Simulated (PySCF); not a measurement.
# Sn²⁺: excitation energy in aug-cc-pV5Z-PP with ECP28

Aim: the excitation energy of tin from differences of total energies, at each level of theory, and how far each lands from the tabulated value where there is one.

Program: PySCF 2.14.0. Level of theory: unrestricted determinants in a Gaussian basis, no spin-orbit coupling in the energies. These are calculated values, not measurements, unless marked.

## 1. What is computed

| Property | Result |
| --- | --- |
| Element | tin (Z = 50) |
| Basis | aug-cc-pV5Z-PP with ECP28MDF |
| Hamiltonian | scalar relativity through the core potential |
| State 1 | Sn²⁺: [Kr] 4d10 5s1 5d1, high-spin 3D determinant (an excited configuration) |
| Needed too, but not shown | Sn²⁺ [Kr] 4d10 5s2 (1S) |
| Methods | UHF, LDA, PBE, PBE0, r2SCAN, M06-L, M06, MN15, MP2 |
| Core shells frozen in the correlated runs | valence: 4s2 4p6 4d10 (for Sn²⁺) |

The outer shells:

Sn2+ [Kr] 4d10 5s1 5d1
```
[Kr] core
4d [↑↓][↑↓][↑↓][↑↓][↑↓]
5s [↑ ]
5d [↑ ][  ][  ][  ][  ]
```

One driver process ran all states and methods and kept the integrals in memory. Each run is shown as a PySCF script that sums up its settings (the driver passes frozen orbitals as a list and adds second-order terms of double hybrids); the logs are those of the runs themselves. The driver starts from symmetry-adapted Hartree-Fock orbitals, holds the occupation by maximum overlap and uses a logarithmic radial grid for functionals, so a plain start would take other cycles.

The integrals over 139 functions and the set-up took 18 s of CPU time.

## 2. Sn²⁺ [Kr] 4d10 5s1 5d1

#### UHF

input.py

```python
from pyscf import gto, scf, dft, mp, cc
import basis_set_exchange as bse
txt = bse.get_basis("aug-cc-pV5Z-PP", elements=["Sn"], fmt="nwchem", header=False)
cut = txt.index("\nECP")
mol = gto.M(atom="Sn 0 0 0", charge=2, spin=2, symmetry="D2h",
            basis=gto.basis.parse(txt[:cut]),
            ecp={"Sn": gto.basis.parse_ecp(txt[cut:])})
mf = scf.UHF(mol)
mf.irrep_nelec = {'Ag': (4, 3), 'B1g': (2, 1), 'B2g': (1, 1), 'B3g': (1, 1), 'B1u': (1, 1), 'B2u': (1, 1), 'B3u': (1, 1)}
mf.kernel()
```

#### LDA

input.py, as changed from the run before:

```diff
@@ -7,3 +7,3 @@
             ecp={"Sn": gto.basis.parse_ecp(txt[cut:])})
-mf = scf.UHF(mol)
+mf = dft.UKS(mol, xc="LDA,VWN")
 mf.irrep_nelec = {'Ag': (4, 3), 'B1g': (2, 1), 'B2g': (1, 1), 'B3g': (1, 1), 'B1u': (1, 1), 'B2u': (1, 1), 'B3u': (1, 1)}
```

#### PBE

input.py, as changed from the run before:

```diff
@@ -7,3 +7,3 @@
             ecp={"Sn": gto.basis.parse_ecp(txt[cut:])})
-mf = dft.UKS(mol, xc="LDA,VWN")
+mf = dft.UKS(mol, xc="PBE")
 mf.irrep_nelec = {'Ag': (4, 3), 'B1g': (2, 1), 'B2g': (1, 1), 'B3g': (1, 1), 'B1u': (1, 1), 'B2u': (1, 1), 'B3u': (1, 1)}
```

#### PBE0

input.py, as changed from the run before:

```diff
@@ -7,3 +7,3 @@
             ecp={"Sn": gto.basis.parse_ecp(txt[cut:])})
-mf = dft.UKS(mol, xc="PBE")
+mf = dft.UKS(mol, xc="PBE0")
 mf.irrep_nelec = {'Ag': (4, 3), 'B1g': (2, 1), 'B2g': (1, 1), 'B3g': (1, 1), 'B1u': (1, 1), 'B2u': (1, 1), 'B3u': (1, 1)}
```

#### r2SCAN

input.py, as changed from the run before:

```diff
@@ -7,3 +7,3 @@
             ecp={"Sn": gto.basis.parse_ecp(txt[cut:])})
-mf = dft.UKS(mol, xc="PBE0")
+mf = dft.UKS(mol, xc="R2SCAN")
 mf.irrep_nelec = {'Ag': (4, 3), 'B1g': (2, 1), 'B2g': (1, 1), 'B3g': (1, 1), 'B1u': (1, 1), 'B2u': (1, 1), 'B3u': (1, 1)}
```

#### M06-L

input.py, as changed from the run before:

```diff
@@ -7,3 +7,3 @@
             ecp={"Sn": gto.basis.parse_ecp(txt[cut:])})
-mf = dft.UKS(mol, xc="R2SCAN")
+mf = dft.UKS(mol, xc="M06L")
 mf.irrep_nelec = {'Ag': (4, 3), 'B1g': (2, 1), 'B2g': (1, 1), 'B3g': (1, 1), 'B1u': (1, 1), 'B2u': (1, 1), 'B3u': (1, 1)}
```

#### M06

input.py, as changed from the run before:

```diff
@@ -7,3 +7,3 @@
             ecp={"Sn": gto.basis.parse_ecp(txt[cut:])})
-mf = dft.UKS(mol, xc="M06L")
+mf = dft.UKS(mol, xc="M06")
 mf.irrep_nelec = {'Ag': (4, 3), 'B1g': (2, 1), 'B2g': (1, 1), 'B3g': (1, 1), 'B1u': (1, 1), 'B2u': (1, 1), 'B3u': (1, 1)}
```

#### MN15

input.py, as changed from the run before:

```diff
@@ -7,3 +7,3 @@
             ecp={"Sn": gto.basis.parse_ecp(txt[cut:])})
-mf = dft.UKS(mol, xc="M06")
+mf = dft.UKS(mol, xc="MN15")
 mf.irrep_nelec = {'Ag': (4, 3), 'B1g': (2, 1), 'B2g': (1, 1), 'B3g': (1, 1), 'B1u': (1, 1), 'B2u': (1, 1), 'B3u': (1, 1)}
```

#### MP2 (valence)

input.py, as changed from the run before:

```diff
@@ -7,4 +7,5 @@
             ecp={"Sn": gto.basis.parse_ecp(txt[cut:])})
-mf = dft.UKS(mol, xc="MN15")
+mf = scf.UHF(mol)
 mf.irrep_nelec = {'Ag': (4, 3), 'B1g': (2, 1), 'B2g': (1, 1), 'B3g': (1, 1), 'B1u': (1, 1), 'B2u': (1, 1), 'B3u': (1, 1)}
 mf.kernel()
+mp.UMP2(mf, frozen=9).kernel()
```

What does the calculation give?

The runs gave:

| quantity | value |
| --- | --- |
| excitation energy, Sn²⁺ → [Kr] 4d10 5s1 5d1 | UHF 16.013, MP2 (valence) 16.589 eV |

**Reading.** The methods span 1.548 eV, from UHF (16.013) to LDA (17.562). No reference value is at hand in this session. The basis is finite, and no extrapolation was made.
